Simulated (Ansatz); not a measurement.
# ClH6PSn: the cost of one run

Method: RHF/def2-SVP, in Ansatz 0.2.0.

1 further run of the same task is left out (it didn't finish).

**1. The system as given**

Bond lengths: Sn1–Cl2 2.760 Å, Sn1–H3 1.740 Å, Sn1–H4 1.739 Å, Sn1–H5 1.739 Å, Sn1–P6 2.760 Å, P6–H7 1.420 Å, P6–H8 1.420 Å. Angles: Cl2–Sn1–H3 109.4°, Cl2–Sn1–H4 109.5°, Cl2–Sn1–H5 109.5°, Cl2–Sn1–P6 71.6°, H3–Sn1–H4 109.5°, H3–Sn1–H5 109.5°, H3–Sn1–P6 178.9°, H4–Sn1–H5 109.5°, H4–Sn1–P6 70.0°, H5–Sn1–P6 70.0°, Sn1–P6–H7 109.5°, Sn1–P6–H8 109.5°, H7–P6–H8 109.4°.

Structure file:

```xyz
9

Sn    0.0000    0.0000    0.0000
Cl    0.0000    0.0000    2.7600
H     1.6408    0.0000   -0.5794
H    -0.8195    1.4198   -0.5794
H    -0.8195   -1.4198   -0.5794
P    -2.6192    0.0000    0.8703
H    -3.3856   -0.8853    0.0670
H    -2.6690   -0.4268    2.2237
H    -1.5447    0.0000    2.2004
```

**2. A restrained relaxation towards end A**

Springs on the bonds that form and break draw the guess towards this end; the thresholds are loose.

The input, input.yaml:

```yaml
crystal:
  periodic: [false, false, false]
  atoms:
    - { symbol: Sn, position_ang: [0.0, 0.0, 0.0] }
    - { symbol: Cl, position_ang: [0.0, 0.0, 2.76] }
    - { symbol: H, position_ang: [1.6408, 0.0, -0.5794] }
    - { symbol: H, position_ang: [-0.8195, 1.4198, -0.5794] }
    - { symbol: H, position_ang: [-0.8195, -1.4198, -0.5794] }
    - { symbol: P, position_ang: [-2.6192, 0.0, 0.8703] }
    - { symbol: H, position_ang: [-3.3856, -0.8853, 0.067] }
    - { symbol: H, position_ang: [-2.669, -0.4268, 2.2237] }
    - { symbol: H, position_ang: [-1.5447, 0.0, 2.2004] }
basis:
  gaussian: { orbitals: def2-SVP }
hamiltonian:
  xc: hf
relax:
  f_tol: 0.15
  max_steps: 25
  restrain:
    - { distance: [0, 5], at: 3.66, k: 30.0 }
    - { distance: [8, 1], at: 2.57, k: 30.0 }
    - { distance: [0, 1], at: 2.41, k: 30.0 }
    - { distance: [8, 5], at: 1.42, k: 30.0 }
```

The run is started by

```console
> ansatz run input.yaml --threads 1 --pin off --max-ram 2048MiB --backend cpu --events-out ev --progress --plain --runs-dir out
```

Q: Estimate wall time and peak memory on 1 thread of Arm Neoverse V2, shared host.

About 32 s, with a peak of 0.19 GiB.
